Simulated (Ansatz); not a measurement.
**C₇H₉N: one species, many methods**

Aim: compute C₇H₉N with functionals from several rungs and with coupled cluster, and see how far each lands from CCSD(T) at the basis-set limit for the atomisation energy.

Method: functionals in def2-TZVPP, the program's frozen cores in correlated methods; program: Ansatz 0.2.0, Gaussian basis.

Levels to be run: LDA (SPW92), PBE-D4, revPBE-D4, BLYP-D4, r2SCAN-D4, B97M-V, PBE0-D4, B3LYP-D4, r2SCANh-D4, r2SCAN0-D4, HSE06-D4, BHLYP-D4, CAM-B3LYP-D4, LC-ωPBE, ωB97X-V, ωB97M-V, B2PLYP, PBE-QIDH; CCSD(T)/def2-SVP; CCSD(T)/def2-TZVPP; MP2/def2-QZVPP; extrapolation to the limit; RPA on PBE.

### Step 1. The relaxed structure

An earlier PBE0-D4 in a triple-zeta def2 set relaxation fixed the geometry.

SMILES `Cc1cccc(N)c1`, 17 atoms, charge 0, spin multiplicity 1.

Atoms are counted from 1 here; the program's logs count them from 0.

Bond lengths: C1–C2 1.499 Å, C1–H9 1.092 Å, C1–H10 1.092 Å, C1–H11 1.095 Å, C2–C3 1.392 Å, C2–C8 1.388 Å, C3–C4 1.386 Å, C3–H12 1.084 Å, C4–C5 1.383 Å, C4–H13 1.085 Å, C5–C6 1.395 Å, C5–H14 1.085 Å, C6–N7 1.386 Å, C6–C8 1.395 Å, N7–H15 1.007 Å, N7–H16 1.007 Å, C8–H17 1.087 Å. Angles: C2–C1–H9 111.3°, C2–C1–H10 111.5°, C2–C1–H11 110.8°, H9–C1–H10 108.2°, H9–C1–H11 107.3°, H10–C1–H11 107.5°, C1–C2–C3 120.7°, C1–C2–C8 120.3°, C3–C2–C8 119.0°, C2–C3–C4 119.9°, C2–C3–H12 119.9°, C4–C3–H12 120.3°, C3–C4–C5 121.0°, C3–C4–H13 119.8°, C5–C4–H13 119.3°, C4–C5–C6 119.9°, C4–C5–H14 120.3°, C6–C5–H14 119.7° and more.

### Step 2. LDA

This LDA is Slater exchange with PW92 correlation.

The input, in.yaml:

```yaml
crystal:
  periodic: [false, false, false]
  atoms:
    - {symbol: C, position_ang: [1.558809, -1.614121, 1.132656]}
    - {symbol: C, position_ang: [0.774492, -0.648193, 0.297027]}
    - {symbol: C, position_ang: [1.340637, -0.062582, -0.831861]}
    - {symbol: C, position_ang: [0.611283, 0.853786, -1.573103]}
    - {symbol: C, position_ang: [-0.678794, 1.197153, -1.210617]}
    - {symbol: C, position_ang: [-1.263197, 0.616888, -0.084468]}
    - {symbol: N, position_ang: [-2.575962, 0.901765, 0.258705]}
    - {symbol: C, position_ang: [-0.521469, -0.304267, 0.655478]}
    - {symbol: H, position_ang: [2.266716, -2.179880, 0.524136]}
    - {symbol: H, position_ang: [0.905243, -2.322967, 1.644561]}
    - {symbol: H, position_ang: [2.135757, -1.086901, 1.899038]}
    - {symbol: H, position_ang: [2.349905, -0.325646, -1.128269]}
    - {symbol: H, position_ang: [1.053658, 1.308804, -2.452578]}
    - {symbol: H, position_ang: [-1.243408, 1.909501, -1.803336]}
    - {symbol: H, position_ang: [-2.813086, 0.741193, 1.223743]}
    - {symbol: H, position_ang: [-2.927068, 1.782284, -0.079904]}
    - {symbol: H, position_ang: [-0.973516, -0.766806, 1.528783]}
basis:
  gaussian: {orbitals: def2-TZVPP}
hamiltonian: {xc: lda}
output: {orbitals: {seedname: orbitals}}
```

Command:

```
$ ansatz run in.yaml --threads 2 --pin off --events-out ev --progress --plain --max-ram 32768MiB --backend cuda --devices 0, --max-vram 18GiB
```

After this run come: PBE-D4 (GGA); revPBE-D4 (GGA); BLYP-D4 (GGA); r2SCAN-D4 (meta-GGA); B97M-V (meta-GGA); PBE0-D4 (hybrid); B3LYP-D4 (hybrid); r2SCANh-D4 (hybrid); r2SCAN0-D4 (hybrid); HSE06-D4 (hybrid); BHLYP-D4 (hybrid); CAM-B3LYP-D4 (range-separated); LC-ωPBE (range-separated); ωB97X-V (range-separated); ωB97M-V (range-separated); B2PLYP (double hybrid); PBE-QIDH (double hybrid); CCSD(T) in def2-SVP; CCSD(T) in def2-TZVPP; MP2 in def2-QZVPP; RPA on PBE orbitals.

Before running them: what should the planned runs give, taken together? Wanted: atomisation energy, CCSD(T)/CBS; farthest beyond LDA; mean size of error, GGA; mean size of error, meta-GGA; mean size of error, hybrid; mean size of error, range-separated; mean size of error, double hybrid; gap, smallest and largest; T1 diagnostic.

The runs gave:

```
                               quantity                                      value
        atomisation energy, CCSD(T)/CBS                              7667.9 kJ/mol
 functionals within 38.3 kJ/mol (0.5 %)                r2SCANh-D4, ωB97X-V, B2PLYP
                    farthest beyond LDA                     PBE-D4 (+298.3 kJ/mol)
                mean size of error, GGA                               152.8 kJ/mol
           mean size of error, meta-GGA                                64.8 kJ/mol
             mean size of error, hybrid                               101.3 kJ/mol
    mean size of error, range-separated                                47.7 kJ/mol
      mean size of error, double hybrid                                39.2 kJ/mol
              gap, smallest and largest  3.94 eV (LDA (SPW92)), 10.42 eV (LC-ωPBE)
                          T1 diagnostic                                     0.0111
triples share of the correlation energy                                      4.8 %
```

In words: The LDA atomisation energy is off by 1222.1 kJ/mol (16 %): it overbinds. PBE-D4 misses by +298.3 kJ/mol. Double hybrids carry the basis error of their MP2 part in triple zeta, and no dispersion term here, so their miss is partly the set-up's. Taken by rung, double hybrid functionals do best (39.2 kJ/mol on average) and GGA ones worst beyond LDA (152.8 kJ/mol). The gap between the best rungs is small, so their order is not settled. Misses under about 38.3 kJ/mol are within the doubt on the reference itself, which lacks core-valence correlation, relativity and higher excitations. Hartree-Fock recovers 73 % of the binding; the rest is correlation. CCSD(T) in def2-SVP is off by -291.5 kJ/mol, worse than the median functional, from the basis alone. The gap grows from 3.9 to 10.4 eV across the functionals, mostly with the share of exact exchange. The restricted reference is unstable towards a spin-broken one.
